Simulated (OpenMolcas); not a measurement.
# Ir³⁺ among point charges: CASSCF and CASPT2 levels and susceptibility

How does a field of 6 point charges split the states of Ir³⁺, and what χT follows?

The numbers are computed with OpenMolcas 26.06 (state-averaged CASSCF and CASPT2, spin-orbit coupling by RASSI with atomic mean-field integrals), except any that are marked as measured or tabulated.

## Step 1: The atom as given

| Item | Value |
| --- | --- |
| Species | Ir³⁺ (iridium, Z = 77, 74 electrons) |
| Basis | ANO-RCC-VDZP [7s6p4d2f], 59 functions |
| Scalar Hamiltonian | DKH2, point nucleus |
| Inactive shells | 1s 2s 2p 3s 3p 3d 4s 4p 4d 4f 5s 5p |
| Active space | 6 electrons in 5 orbitals (5d) |
| Some configurations of this space | 5d⁶ |
| Orbitals | optimised for each spin and parity, averaged over all roots |

Outer shells as boxes (Hund's rule):

5d6
```
5d [↑↓][↑ ][↑ ][↑ ][↑ ]
```

The ion sits among 6 point charges of -1.5 e arranged as an octahedron (Oh), 1.8 Å from the ion.

Each step is its own input file, run in one work folder so that later steps find the files of earlier ones. Labels, J, g values, rates, χT and fits are worked out afterwards by a script from the matrices that RASSI stores. The input lists half of the charges; inversion (Group=XYZ) makes the rest.

## Step 2: GATEWAY and SEWARD: basis and integrals

The input, a.inp:

```
&GATEWAY
Coord
1

Ir 0.0 0.0 0.0
Basis=ANO-RCC-VDZP
Group=XYZ
NoMove
AngMom=0.0 0.0 0.0
AMFI
XField
3 Angstrom 0
1.800000 0.000000 0.000000 -1.500000
0.000000 1.800000 0.000000 -1.500000
0.000000 0.000000 1.800000 -1.500000
&SEWARD
```

Command:

```sh
OMP_NUM_THREADS=1 MOLCAS_MEM=1689 MOLCAS_PROJECT=a pymolcas a.inp > a.log
```

## Step 3: CASSCF: quintets of even parity, 5 roots

The input, a.inp:

```
&RASSCF
FileOrb=start.orb
Symmetry=1
Spin=5
nActEl=6 0 0
Inactive=15 19
Ras2=5 0
CIRoot=5 5 1
SDav=5
CIMx=300
Iter=120 100
PrWF=0.3
OrbListing=Nothing
MaxOrb=0
>>> COPY $Project.JobIph JOB001
```

start.orb holds the contracted functions of the basis, ordered by shell, or the orbitals of the step before.

## Step 4: CASSCF: triplets of even parity, 45 roots

The input, a.inp:

```
&RASSCF
FileOrb=start.orb
Symmetry=1
Spin=3
nActEl=6 0 0
Inactive=15 19
Ras2=5 0
CIRoot=45 45 1
SDav=45
CIMx=300
Iter=120 100
PrWF=0.3
OrbListing=Nothing
MaxOrb=0
>>> COPY $Project.JobIph JOB002
```

## Step 5: CASSCF: singlets of even parity, 50 roots

The input, a.inp:

```
&RASSCF
FileOrb=start.orb
Symmetry=1
Spin=1
nActEl=6 0 0
Inactive=15 19
Ras2=5 0
CIRoot=50 50 1
SDav=50
CIMx=300
Iter=120 100
PrWF=0.3
OrbListing=Nothing
MaxOrb=0
>>> COPY $Project.JobIph JOB003
```

## Step 6: RASSI: spin-orbit coupling between the states

The input, a.inp:

```
&RASSI
NrOfJobIphs=3 5 45 50
1 2 3 4 5
1 2 3 4 5 6 7 8 9 10 11 12 13 14 15 16 17 18 19 20 21 22 23 24 25 26 27
28 29 30 31 32 33 34 35 36 37 38 39 40 41 42 43 44 45
1 2 3 4 5 6 7 8 9 10 11 12 13 14 15 16 17 18 19 20 21 22 23 24 25 26 27
28 29 30 31 32 33 34 35 36 37 38 39 40 41 42 43 44 45 46 47 48 49 50
IphNames
JOB001
JOB002
JOB003
EJob
SpinOrbit
DIPRint=1.0
SOCoupling=1000.0
Subsets=2
Property=9
'ANGMOM' 1 'ANGMOM' 2 'ANGMOM' 3 'MLTPL  1' 1 'MLTPL  1' 2 'MLTPL  1' 3
'AMFI' 1 'AMFI' 2 'AMFI' 3
SOProperty=3
'ANGMOM' 1 'ANGMOM' 2 'ANGMOM' 3
```

## Step 7: CASPT2: IPEA 0.25, imaginary shift 0.1 (closed shells correlated: 5s 5p)

The input, a.inp:

```
>>> COPY JOB001 $Project.JobIph
&CASPT2
Multistate=5 1 2 3 4 5
NoMult
Frozen=14 16
IPEA=0.25
Imaginary=0.1
MaxIter=60
WThr=0.0 0.3 0.05
PrWF=0.5
NoMix
>>> COPY JOB002 $Project.JobIph
&CASPT2
Multistate=45 1 2 3 4 5 6 7 8 9 10 11 12 13 14 15 16 17 18 19 20 21 22
23 24 25 26 27 28 29 30 31 32 33 34 35 36 37 38 39 40 41 42 43 44 45
NoMult
Frozen=14 16
IPEA=0.25
Imaginary=0.1
MaxIter=60
WThr=0.0 0.3 0.05
PrWF=0.5
NoMix
>>> COPY JOB003 $Project.JobIph
&CASPT2
Multistate=50 1 2 3 4 5 6 7 8 9 10 11 12 13 14 15 16 17 18 19 20 21 22
23 24 25 26 27 28 29 30 31 32 33 34 35 36 37 38 39 40 41 42 43 44 45 46
47 48 49 50
NoMult
Frozen=14 16
IPEA=0.25
Imaginary=0.1
MaxIter=60
WThr=0.0 0.3 0.05
PrWF=0.5
NoMix
```

(Steps that only read results are left out.)

Q: Predict the outcome of this session. Wanted: spin-free ground state; first state of the same spin within the active space; lowest level; next level.

The runs gave:

| quantity | value |
| --- | --- |
| method | SS-CASPT2, IPEA 0.25, imaginary shift 0.1 (closed shells correlated: 5s 5p) |
| spin-free ground state | 1A1, 1-fold in its orbital part |
| first state of the same spin within the active space | 1T1 at 12800 cm⁻¹ |
| lowest level | 1-fold A1 |
| next level | 3731.6 cm⁻¹ |
| χT at 300 K | 0.20 cm³ K/mol |
| effective moment at 300 K | 1.28 μB |

Cost by method:

```csv
method,time of its own steps,time with the reference
A. CASSCF,24 s,24 s
"B. SS-CASPT2, IPEA 0.25, imaginary shift 0.1, +5s 5p",8.5 s,32 s
```

Times are of one thread on a shared host.

The spin-free ground state (1A1) comes to 53 % from free-ion G terms and has less than the highest spin computed. CASPT2 does not keep the components of a term degenerate, and the means are used. The field of point charges can differ much from that of real complexes. With metal d orbitals alone active, the gaps between spin states are rough; where two lie within a few thousand cm-1, their order is open. This is an electrostatic model: the charges have no orbitals.
